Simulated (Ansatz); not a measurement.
Consider a test of the smearing width of CaI, space group P-6m2 (the Ansatz DFT code, driven from Python).

`smear_cai.py`:
```python
# -*- coding: utf-8 -*-
import warnings

import ansatz
import pandas as pd
from pymatgen.core import Lattice, Structure
from pymatgen.io.ase import AseAtomsAdaptor

warnings.simplefilter("ignore", ansatz.DeckWarning)

pmg_structure = Structure(
    Lattice([[4.14682, 0.0, 0.0], [-2.07341, 3.591252, 0.0], [0.0, 0.0, 4.576229]]),
    ["Ca", "I"],
    [
        [0.0, 0.0, 0.5],
        [2 / 3, 1 / 3, 0.0],
    ],
)
cell = ansatz.Crystal.from_ase(AseAtomsAdaptor.get_atoms(pmg_structure))

job = (
    cell.calculation()
    .functional("pbe")
    .basis(450)
    .kpoints(spacing=0.26)
    .band_table()
)

rows = []
for value in [0.25, 0.15, 0.1, 0.05, 0.025]:
    rep = job.occupations("cold", width=value).run(threads=1).report
    rows.append((value, rep["free_energy_ev"] / len(rep["lattice"]["sites"]), rep["n_iterations"], rep["gap_by_band_count_ev"], rep["n_kpoints"]))

table = pd.DataFrame(rows, columns=["width (eV)", "F/atom (eV)", "iterations", "gap by band count (eV)", "k-points"])
print(table.round(5).to_string(index=False))

for row in rows[:-1]:
    shift = 1000 * (row[1] - rows[-1][1])
    print(f"{row[0]}: {shift:+.2f} meV/atom" + ("  (within 2 meV)" if abs(shift) < 2 else ""))
```

How much does the free energy per atom change between the narrowest and the widest smearing, and why?

Going from 0.025 to 0.25 eV changes F by -3.4 meV an atom. This scheme is built to cancel the term in the square of the width, but that needs a smooth density of states and a fine mesh, and here a sizeable shift remains.

What the script printed:

```console
$ python smear_cai.py
 width (eV)  F/atom (eV)  iterations  gap by band count (eV)  k-points
      0.250  -4665.86328           7                -2.85805        32
      0.150  -4665.86050           7                -2.85785        32
      0.100  -4665.86001           6                -2.85842        32
      0.050  -4665.86008           6                -2.85825        32
      0.025  -4665.85992           6                -2.85803        32
0.25: -3.37 meV/atom
0.15: -0.58 meV/atom  (within 2 meV)
0.1: -0.10 meV/atom  (within 2 meV)
0.05: -0.17 meV/atom  (within 2 meV)
```

The cell holds an odd number of electrons and is run without spin, so a magnetic state may lie lower. For a metal this k-point mesh is coarse: on a finer one energies can move by several to tens of meV an atom and pressures by half a GPa or more, differences at one mesh by less. A gap by band count of zero or less means overlapping bands, a metal, and at an odd count of electrons it is no gap at all. The narrowest width needs the finest mesh, so the last row is no converged reference. The structure comes from a database of computed cells and needn't be a stable or known phase. Levels are Kohn-Sham eigenvalues on this mesh, without spin-orbit coupling.

(A comment or docstring line of the script was reworded after the run, the code is as it ran; lines on the test bed's own set-up are left out of the output.)
